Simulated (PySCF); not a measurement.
# A diatomic session: ZnO+

One job finds the state of ZnO+, follows it along the bond with each method and fits the curves.

Method: Zn jorge-DZP-DKH, O jorge-DZP-DKH, spin-free X2C with a Gaussian nucleus; program: PySCF 2.14.0.

## Step 1: Set-up

Settings of the job:

* atoms: Zn, O
* charge: 1
* basis: Zn jorge-DZP-DKH, O jorge-DZP-DKH
* Hamiltonian: spin-free X2C with a Gaussian nucleus
* basis functions: 58
* electrons treated: 37
* masses in u: 63.9291, 15.9949
* levels: PBE0, PBE, r²SCAN, r²SCANh, PBEsol, TPSSh, HF, MP2, SCS-MP2
* grid: 80 radial by 434 angular points
* occupations: held fixed by the projection of orbital angular momentum
* dissociation limit: Zn+ + O, each in its ground configuration
* starting distance in angstrom: 1.890
* values of 2S to try: 1, 3

The run is started by

```bash
> OMP_NUM_THREADS=1 python dia.py task.json out
```

The job searches for the state first and then visits each distance with every level. Its results follow level by level.

## Step 2: Search for the lowest state

At the starting distance of 1.890 Å the search finds these solutions (others can lie among them):

| 2Ms+1 | unpaired | term | E (eV) | ⟨S²⟩ | ⟨Lz²⟩ | μ (D) |
| --- | --- | --- | --- | --- | --- | --- |
| 2 | π ↑ | ²Π | 0.00 | 0.83 | 1.01 | -4.45 |
| 4 | σ ↑, π ↑↑ | ⁴Σ⁻ | 1.29 | 3.76 | 0.00 | 0.76 |
| 2 | σ ↓, π ↑↑ | not assigned | 1.47 | 1.75 | 0.00 | 0.79 |
| 2 | σ ↑, π ↑↓ | not assigned | 2.16 | 1.75 | 2.00 | 0.71 |
| 4 | σ ↑↑, π ↑ | ⁴Π | 2.35 | 3.75 | 1.00 | 0.19 |
| 2 | σ ↑ | ²Σ⁺ | 2.39 | 0.75 | 0.00 | -5.86 |
| 2 | σ ↑ | not assigned | 4.32 | 0.75 | 2.00 | 0.48 |
| 4 | π ↑↑↑ | ⁴Π | 6.19 | 3.75 | 1.00 | -0.04 |
| 4 | σ ↑, π ↑↑ | not assigned | 7.37 | 3.76 | 2.01 | -0.56 |
| 4 | σ ↑, π ↑↑ | not assigned | 7.52 | 3.76 | 2.01 | -0.56 |
| 2 | σ ↑, π ↑, δ ↓ | not assigned | 9.10 | 1.77 | 5.01 | -2.31 |

A term symbol stands only where ⟨S²⟩ and ⟨Lz²⟩ are near those of a pure state. A positive dipole points from Zn to O; in an ion it is taken about the centre of mass and does not tell which atom is negative.

Followed over a short scan are these candidates:

| 2Ms+1 | unpaired | R at minimum (Å) | energy at minimum (eV) |
| --- | --- | --- | --- |
| 2 | π ↑ | 1.80 | 0.00 |
| 4 | σ ↑, π ↑↑ | not bracketed | ≤ 1.08 |
| 2 | σ ↓, π ↑↑ | not bracketed | ≤ 1.25 |

The search made 11 SCF attempts at the starting distance; with the short scans it took 13 s of wall time (1 thread of Intel Xeon Platinum 8488C (Sapphire Rapids), shared host).

## Step 3: The PBE0 curve of the state that the search chose

State followed: ²Π (doublet), unpaired electrons π ↑. The scan is laid around 1.797 Å.

Log of the SCF at 1.797 Å:

```text
******** <class 'pyscf.dft.uks_symm.SymAdaptedUKS'> ********
method = SymAdaptedUKS
initial guess = minao
damping factor = 0
level_shift factor = 0
DIIS = <class 'pyscf.scf.diis.CDIIS'>
diis_start_cycle = 1
diis_space = 10
diis_damp = 0
SCF conv_tol = 1e-09
SCF conv_tol_grad = None
SCF max_cycles = 60
direct_scf = False
max_memory 909 MB (current use 344 MB)
number electrons alpha = 19  beta = 18
XC library pyscf.dft.libxc version 7.0.0
    S. Lehtola, C. Steigemann, M. J.T. Oliveira, and M. A.L. Marques.,  SoftwareX 7, 1–5 (2018)
XC functionals = PBE0
    C. Adamo and V. Barone.,  J. Chem. Phys. 110, 6158 (1999)
    M. Ernzerhof and G. E. Scuseria.,  J. Chem. Phys. 110, 5029 (1999)
small_rho_cutoff = 0
Overwritten attributes  get_jk get_occ get_hcore get_k get_j  of <class 'pyscf.dft.uks_symm.SymAdaptedUKS'>
<class 'pyscf.dft.uks_symm.SymAdaptedUKS'> does not have attributes  refdm
Set gradient conv threshold to 3.16228e-05
init E= -1870.22753211542
cycle= 1 E= -1870.24549166168  delta_E= -0.018  |g|= 0.0125  |ddm|= 0.0372
cycle= 2 E= -1870.24548234785  delta_E= 9.31e-06  |g|= 0.0157  |ddm|= 0.0256
cycle= 3 E= -1870.24554093346  delta_E= -5.86e-05  |g|= 0.00549  |ddm|= 0.0164
cycle= 4 E= -1870.24555310459  delta_E= -1.22e-05  |g|= 0.00169  |ddm|= 0.00606
cycle= 5 E= -1870.24555527137  delta_E= -2.17e-06  |g|= 0.000928  |ddm|= 0.00315
cycle= 6 E= -1870.24555796993  delta_E= -2.7e-06  |g|= 0.000374  |ddm|= 0.00499
cycle= 7 E= -1870.24555941493  delta_E= -1.44e-06  |g|= 9.67e-05  |ddm|= 0.00671
cycle= 8 E= -1870.24555945138  delta_E= -3.64e-08  |g|= 1.27e-05  |ddm|= 0.00115
cycle= 9 E= -1870.24555945149  delta_E= -1.18e-10  |g|= 3.51e-06  |ddm|= 3.69e-05
Extra cycle  E= -1870.24555945149  delta_E= 2.27e-12  |g|= 5.19e-06  |ddm|= 9.26e-06
converged SCF energy = -1870.24555945149  <S^2> = 0.78921875  2S+1 = 2.0388416
```

Points of the scan, energies from the lowest:

| R (Å) | E (eV) | μ (D) | Mulliken charge of Zn (e) | Mayer bond order | ⟨S²⟩ | HOMO (eV) | LUMO (eV) |
| --- | --- | --- | --- | --- | --- | --- | --- |
| 1.5454 | 0.9473 | -4.31 | 1.17 | 1.36 | 0.76 | -15.87 | -11.47 |
| 1.6173 | 0.4118 | -4.41 | 1.17 | 1.30 | 0.76 | -15.62 | -11.21 |
| 1.6892 | 0.1235 | -4.48 | 1.17 | 1.25 | 0.77 | -15.39 | -11.29 |
| 1.7431 | 0.0248 | -4.51 | 1.17 | 1.22 | 0.78 | -15.24 | -11.34 |
| 1.7970 | 0.0000 | -4.51 | 1.17 | 1.18 | 0.79 | -15.11 | -11.38 |
| 1.8509 | 0.0297 | -4.49 | 1.17 | 1.14 | 0.81 | -14.99 | -11.42 |
| 1.9228 | 0.1273 | -4.40 | 1.16 | 1.09 | 0.85 | -14.88 | -11.46 |
| 2.0126 | 0.3005 | -4.18 | 1.14 | 0.99 | 0.94 | -14.81 | -11.48 |
| 2.1205 | 0.5294 | -3.82 | 1.11 | 0.84 | 1.08 | -14.78 | -11.47 |
| 2.2642 | 0.8080 | -3.35 | 1.07 | 0.64 | 1.27 | -14.77 | -11.46 |

Constants from the curve: Re = 1.792 Å, ωe = 640 cm⁻¹, ωexe = 6.02 cm⁻¹, αe = 0.00396 cm⁻¹, Be = 0.4104 cm⁻¹, De = 1.57 eV, μ = -4.51 D.

Orbitals nearest the gap at 1.797 Å:

| spin | orbital | ε (eV) | filled | made of |
| --- | --- | --- | --- | --- |
| β | δ | -22.82 | yes | Zn d 100 % |
| β | δ | -22.81 | yes | Zn d 100 % |
| α | δ | -22.79 | yes | Zn d 100 % |
| α | δ | -22.79 | yes | Zn d 100 % |
| β | σ | -22.72 | yes | Zn d 94 % |
| α | π | -18.03 | yes | O p 95 % |
| α | σ | -17.47 | yes | O p 67 %, Zn s 23 % |
| β | σ | -16.38 | yes | O p 54 %, Zn s 39 % |
| α | π | -15.97 | yes | O p 94 % |
| β | π | -15.11 | yes | O p 93 % |
| α | σ | -11.38 | no | Zn s 70 %, Zn p 17 %, O p 13 % |
| β | σ | -11.26 | no | Zn s 52 %, O p 25 %, Zn p 22 % |
| β | π | -10.53 | no | O p 83 %, Zn p 16 % |
| α | π | -6.46 | no | Zn p 99 % |

Polarisability there: 31.4 bohr³ along the bond, 11.9 across it. Without diffuse functions these come out too small, above all across the bond.

## Step 4: Fields at the reference distance

Orbitals, density, ELF and potential are computed afterwards from the orbital file.

Frontier orbitals at PBE0 (alpha spin), with the share of their density that lies nearest to each atom:

| orbital | energy (eV) | lies on |
| --- | --- | --- |
| HOMO-1 | -17.47 | O2 71 %; Zn1 29 % |
| HOMO | -15.97 | O2 95 % |
| LUMO | -11.38 | Zn1 85 %; O2 15 % |

ELF in a plane through or near 2 of the atoms.

Values, 10 rows by 14 columns:
```
0.00 0.00 0.00 0.00 0.00 0.00 0.00 0.00 0.00 0.00 0.00 0.00 0.00 0.00
0.00 0.00 0.00 0.01 0.08 0.12 0.09 0.03 0.03 0.05 0.01 0.00 0.00 0.00
0.00 0.00 0.02 0.03 0.04 0.06 0.12 0.14 0.23 0.32 0.17 0.04 0.00 0.00
0.00 0.00 0.01 0.02 0.11 0.16 0.17 0.30 0.79 0.86 0.62 0.16 0.01 0.00
0.00 0.01 0.01 0.05 0.40 0.68 0.33 0.44 0.81 0.85 0.77 0.30 0.01 0.00
0.00 0.01 0.01 0.05 0.55 0.54 0.49 0.44 0.30 0.25 0.77 0.32 0.01 0.00
0.00 0.01 0.01 0.04 0.18 0.36 0.17 0.39 0.89 0.92 0.73 0.25 0.01 0.00
0.00 0.00 0.02 0.02 0.06 0.11 0.14 0.21 0.54 0.66 0.38 0.09 0.00 0.00
0.00 0.00 0.01 0.04 0.05 0.07 0.13 0.11 0.13 0.20 0.10 0.02 0.00 0.00
0.00 0.00 0.00 0.00 0.01 0.02 0.01 0.00 0.00 0.01 0.00 0.00 0.00 0.00
```
The map spans 7.0 Å across and 5.2 Å up, centred on the molecule. Atoms in the plane (x, y in Å): Zn1 (-0.9, 0.0), O2 (0.9, 0.0).

log10 of the density (e/Å³) in the same plane.

Ten even steps from ' ' (-4.0) to '@' (3.8):
```
                                                        
                ......................                  
            ..............................              
        ......::::::::::::::::::::::::::::....          
        ......::::::::--::::::::----::::::......        
      ....::::::--------------------------::::..        
      ....::::--========================----::::..      
    ....::----====++++++========++++++====----::..      
    ....::----==++******++====++++**++++==----::..      
    ....::----==**##@@##**++++++**%%**++==----::..      
    ....::----==**##@@##**++++++**%%**++==----::..      
    ....::----==++******++====++++**++++==----::..      
    ....::----====++++++========++++++====----::..      
      ....::::--========================----::::..      
      ....::::::--------------------------::::..        
        ......::::::::--::::::::----::::::......        
        ......::::::::::::::::::::::::::::....          
            ..............................              
                ......................                  
                                                        
```
The map spans 7.0 Å across and 5.2 Å up, centred on the molecule. Atoms in the plane (x, y in Å): Zn1 (-0.9, 0.0), O2 (0.9, 0.0).

On the surface of density 0.002 e/bohr³ the electrostatic potential runs, from the 1st to the 99th percentile, from 3.35 V near O2 to 12.44 V near Zn1.

The spin density lies nearest to O2 87 %; Zn1 13 % (beta excess).

## Step 5: Other states along the same grid

State 2: ⁴Σ⁻ (quartet), unpaired electrons σ ↑, π ↑↑, an excited solution.

The SCF at the reference distance, 1.797 Å, printed:

```text
******** <class 'pyscf.dft.uks_symm.SymAdaptedUKS'> ********
method = SymAdaptedUKS
initial guess = minao
damping factor = 0
level_shift factor = 0
DIIS = <class 'pyscf.scf.diis.CDIIS'>
diis_start_cycle = 1
diis_space = 10
diis_damp = 0
SCF conv_tol = 1e-09
SCF conv_tol_grad = None
SCF max_cycles = 60
direct_scf = False
max_memory 909 MB (current use 390 MB)
number electrons alpha = 20  beta = 17
XC library pyscf.dft.libxc version 7.0.0
    S. Lehtola, C. Steigemann, M. J.T. Oliveira, and M. A.L. Marques.,  SoftwareX 7, 1–5 (2018)
XC functionals = PBE0
    C. Adamo and V. Barone.,  J. Chem. Phys. 110, 6158 (1999)
    M. Ernzerhof and G. E. Scuseria.,  J. Chem. Phys. 110, 5029 (1999)
small_rho_cutoff = 0
Set gradient conv threshold to 3.16228e-05
init E= -1870.17355058776
cycle= 1 E= -1870.18365952904  delta_E= -0.0101  |g|= 0.0143  |ddm|= 0.0477
cycle= 2 E= -1870.18363286873  delta_E= 2.67e-05  |g|= 0.0217  |ddm|= 0.0206
cycle= 3 E= -1870.18371211799  delta_E= -7.92e-05  |g|= 0.00209  |ddm|= 0.00942
cycle= 4 E= -1870.18371335824  delta_E= -1.24e-06  |g|= 0.000608  |ddm|= 0.00189
cycle= 5 E= -1870.18371353942  delta_E= -1.81e-07  |g|= 0.000111  |ddm|= 0.00107
cycle= 6 E= -1870.18371354458  delta_E= -5.16e-09  |g|= 4.38e-05  |ddm|= 0.000154
cycle= 7 E= -1870.18371354558  delta_E= -9.97e-10  |g|= 9.54e-06  |ddm|= 5.66e-05
Extra cycle  E= -1870.1837135456  delta_E= -2.09e-11  |g|= 1.09e-05  |ddm|= 1.73e-05
converged SCF energy = -1870.1837135456  <S^2> = 3.755566  2S+1 = 4.002782
```

Re = 2.317 Å, ωe = 227.9 cm⁻¹, ωexe = 2.51 cm⁻¹, αe = 0.00357 cm⁻¹, Be = 0.2455 cm⁻¹, μ = -0.12 D. Its minimum lies 0.94 eV above that of the lowest state.

State 3: Ms = 0.5 determinant of mixed spin (⟨S²⟩ = 1.75), unpaired electrons σ ↓, π ↑↑, an excited solution.

The SCF at the reference distance, 1.797 Å, printed:

```text
******** <class 'pyscf.dft.uks_symm.SymAdaptedUKS'> ********
method = SymAdaptedUKS
initial guess = minao
damping factor = 0
level_shift factor = 0
DIIS = <class 'pyscf.scf.diis.CDIIS'>
diis_start_cycle = 1
diis_space = 10
diis_damp = 0
SCF conv_tol = 1e-09
SCF conv_tol_grad = None
SCF max_cycles = 60
direct_scf = False
max_memory 909 MB (current use 390 MB)
number electrons alpha = 19  beta = 18
XC library pyscf.dft.libxc version 7.0.0
    S. Lehtola, C. Steigemann, M. J.T. Oliveira, and M. A.L. Marques.,  SoftwareX 7, 1–5 (2018)
XC functionals = PBE0
    C. Adamo and V. Barone.,  J. Chem. Phys. 110, 6158 (1999)
    M. Ernzerhof and G. E. Scuseria.,  J. Chem. Phys. 110, 5029 (1999)
small_rho_cutoff = 0
Set gradient conv threshold to 3.16228e-05
init E= -1870.16704085228
cycle= 1 E= -1870.17694261772  delta_E= -0.0099  |g|= 0.0135  |ddm|= 0.0474
cycle= 2 E= -1870.17692184603  delta_E= 2.08e-05  |g|= 0.0202  |ddm|= 0.0188
cycle= 3 E= -1870.17698974345  delta_E= -6.79e-05  |g|= 0.00191  |ddm|= 0.00858
cycle= 4 E= -1870.1769907044  delta_E= -9.61e-07  |g|= 0.000529  |ddm|= 0.00164
cycle= 5 E= -1870.176990828  delta_E= -1.24e-07  |g|= 0.00012  |ddm|= 0.000899
cycle= 6 E= -1870.17699083392  delta_E= -5.93e-09  |g|= 3.44e-05  |ddm|= 0.000144
cycle= 7 E= -1870.17699083443  delta_E= -5.08e-10  |g|= 3.99e-06  |ddm|= 3.87e-05
Extra cycle  E= -1870.17699083444  delta_E= -5e-12  |g|= 3.33e-06  |ddm|= 6.58e-06
converged SCF energy = -1870.17699083444  <S^2> = 1.7536529  2S+1 = 2.8310089
```

Re = 2.356 Å, ωe = 205.6 cm⁻¹; the determinant mixes terms (⟨S²⟩ = 1.75, ⟨Lz²⟩ = 0.00), so these belong to no real state. Its minimum lies 1.08 eV above that of the lowest state.

Energy (eV) from the lowest point of the lowest state:

| R (Å) | lowest | state 2 | state 3 |
| --- | --- | --- | --- |
| 1.545 | 0.947 | 3.684 | 3.894 |
| 1.617 | 0.412 | 2.862 | 3.061 |
| 1.689 | 0.123 | 2.272 | 2.464 |
| 1.743 | 0.025 | 1.941 | 2.128 |
| 1.797 | 0.000 | 1.683 | 1.866 |
| 1.851 | 0.030 | 1.482 | 1.661 |
| 1.923 | 0.127 | 1.282 | 1.457 |
| 2.013 | 0.300 | 1.115 | 1.285 |
| 2.120 | 0.529 | 1.001 | 1.163 |
| 2.264 | 0.808 | 0.942 | 1.094 |

## Step 6: PBE (GGA)

Log of the SCF at 1.797 Å:

```text
******** <class 'pyscf.dft.uks_symm.SymAdaptedUKS'> ********
method = SymAdaptedUKS
initial guess = minao
damping factor = 0
level_shift factor = 0
DIIS = <class 'pyscf.scf.diis.CDIIS'>
diis_start_cycle = 1
diis_space = 10
diis_damp = 0
SCF conv_tol = 1e-09
SCF conv_tol_grad = None
SCF max_cycles = 60
direct_scf = False
max_memory 909 MB (current use 390 MB)
number electrons alpha = 19  beta = 18
XC library pyscf.dft.libxc version 7.0.0
    S. Lehtola, C. Steigemann, M. J.T. Oliveira, and M. A.L. Marques.,  SoftwareX 7, 1–5 (2018)
XC functionals = PBE
    J. P. Perdew, K. Burke, and M. Ernzerhof.,  Phys. Rev. Lett. 77, 3865 (1996)
    J. P. Perdew, K. Burke, and M. Ernzerhof.,  Phys. Rev. Lett. 78, 1396 (1997)
    J. P. Perdew, K. Burke, and M. Ernzerhof.,  Phys. Rev. Lett. 77, 3865 (1996)
    J. P. Perdew, K. Burke, and M. Ernzerhof.,  Phys. Rev. Lett. 78, 1396 (1997)
small_rho_cutoff = 0
Set gradient conv threshold to 3.16228e-05
init E= -1870.24299267009
cycle= 1 E= -1870.23564570424  delta_E= 0.00735  |g|= 0.159  |ddm|= 0.281
cycle= 2 E= -1870.15487041215  delta_E= 0.0808  |g|= 0.414  |ddm|= 0.669
cycle= 3 E= -1870.24426762816  delta_E= -0.0894  |g|= 0.101  |ddm|= 0.55
cycle= 4 E= -1870.24647776175  delta_E= -0.00221  |g|= 0.0224  |ddm|= 0.0887
cycle= 5 E= -1870.24677971232  delta_E= -0.000302  |g|= 0.00612  |ddm|= 0.041
cycle= 6 E= -1870.24680031707  delta_E= -2.06e-05  |g|= 0.000615  |ddm|= 0.00858
cycle= 7 E= -1870.24680078796  delta_E= -4.71e-07  |g|= 0.000345  |ddm|= 0.00257
cycle= 8 E= -1870.24680090523  delta_E= -1.17e-07  |g|= 0.000124  |ddm|= 0.00118
cycle= 9 E= -1870.24680091605  delta_E= -1.08e-08  |g|= 9.02e-06  |ddm|= 0.000282
cycle= 10 E= -1870.24680091608  delta_E= -3e-11  |g|= 3.98e-06  |ddm|= 2.3e-05
Extra cycle  E= -1870.24680091592  delta_E= 1.59e-10  |g|= 1.76e-05  |ddm|= 2.62e-05
converged SCF energy = -1870.24680091592  <S^2> = 0.76911451  2S+1 = 2.019024
```

Re = 1.795 Å, ωe = 625 cm⁻¹, ωexe = 4.23 cm⁻¹, αe = 0.00361 cm⁻¹, Be = 0.4088 cm⁻¹, De = 2.14 eV, μ = -3.91 D.

(Part 1 of 2 ends here.)
